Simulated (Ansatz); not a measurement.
# CH₈InNOSi: small, medium and large basis sets

One table from this session's results is given with a row withheld; the runs are named, their logs left out.

Computed with Ansatz 0.2.0, Gaussian basis. Level: one geometry, several basis sets.

The runs, in order: PBE0-D4/def2-SVP; ωB97M-V/def2-SVP; PBE0-D4/def2-QZVPP; ωB97M-V/def2-QZVPP; the functionals' def2-TZVPP values are taken from earlier runs.

**The relaxed structure**

All runs share one geometry, relaxed beforehand with PBE0-D4 in a triple-zeta def2 set. In takes the def2 core potential; no spin-orbit term is included.

SMILES `[CH3][In]([NH2])[O][SiH3]`, 13 atoms, charge 0, spin multiplicity 1.

Atoms are counted from 1 here; the program's logs count them from 0.

Bond lengths: C1–In2 2.121 Å, C1–H6 1.090 Å, C1–H7 1.090 Å, C1–H8 1.089 Å, In2–N3 2.006 Å, In2–O4 2.004 Å, N3–H9 1.010 Å, N3–H10 1.008 Å, O4–Si5 1.617 Å, Si5–H11 1.491 Å, Si5–H12 1.499 Å, Si5–H13 1.492 Å. Angles: In2–C1–H6 108.6°, In2–C1–H7 109.0°, In2–C1–H8 111.4°, H6–C1–H7 108.7°, H6–C1–H8 109.7°, H7–C1–H8 109.5°, C1–In2–N3 137.2°, C1–In2–O4 114.6°, N3–In2–O4 107.9°, In2–N3–H9 116.9°, In2–N3–H10 120.4°, H9–N3–H10 110.1°, In2–O4–Si5 136.8°, O4–Si5–H11 111.0°, O4–Si5–H12 112.0°, O4–Si5–H13 111.5°, H11–Si5–H12 107.1°, H11–Si5–H13 107.9° and more.

The first run:

File in.yaml:

```yaml
crystal:
  periodic: [false, false, false]
  atoms:
    - {symbol: C, position_ang: [-0.692399, 2.168158, -1.532975]}
    - {symbol: In, position_ang: [-0.317873, 0.256301, -0.694530]}
    - {symbol: N, position_ang: [-0.430543, -1.657344, -1.286817]}
    - {symbol: O, position_ang: [0.544496, 0.292853, 1.114432]}
    - {symbol: Si, position_ang: [1.033730, -0.792385, 2.209145]}
    - {symbol: H, position_ang: [0.226665, 2.752559, -1.489250]}
    - {symbol: H, position_ang: [-1.455169, 2.672708, -0.939736]}
    - {symbol: H, position_ang: [-1.028624, 2.089447, -2.565499]}
    - {symbol: H, position_ang: [-0.370084, -2.362115, -0.566487]}
    - {symbol: H, position_ang: [-1.098331, -1.935712, -1.988861]}
    - {symbol: H, position_ang: [0.490383, -0.470602, 3.560034]}
    - {symbol: H, position_ang: [0.576523, -2.178826, 1.869077]}
    - {symbol: H, position_ang: [2.521247, -0.835051, 2.311466]}
basis:
  gaussian: {orbitals: def2-SVP}
hamiltonian: {xc: pbe0, dispersion: d4}
output: {orbitals: {seedname: orbitals}}
```

The run is started by

```bash
> ansatz run in.yaml --threads 2 --pin off --events-out ev --progress --plain --max-ram 22528MiB --backend cpu
```

Steps of the session up to this table: PBE0-D4 in def2-SVP; ωB97M-V in def2-SVP; PBE0-D4 in def2-QZVPP; ωB97M-V in def2-QZVPP.

One table of the session follows, with a row left open; its other results are not shown here.

It belongs to the step «Density functionals: the series». 

| functional | basis | HOMO (eV) |
| --- | --- | --- |
| PBE0-D4 | def2-SVP | -7.07 |
| PBE0-D4 | def2-TZVPP | -7.26 |
| PBE0-D4 | def2-QZVPP | ? |
| ωB97M-V | def2-SVP | -9.42 |
| ωB97M-V | def2-TZVPP | -9.63 |
| ωB97M-V | def2-QZVPP | -9.68 |

Q: Estimate the row for PBE0-D4, def2-QZVPP from the others.

As computed: HOMO (eV): -7.30. In the column «HOMO (eV)» it lies between ωB97M-V, def2-SVP (-9.42) and PBE0-D4, def2-TZVPP (-7.26).
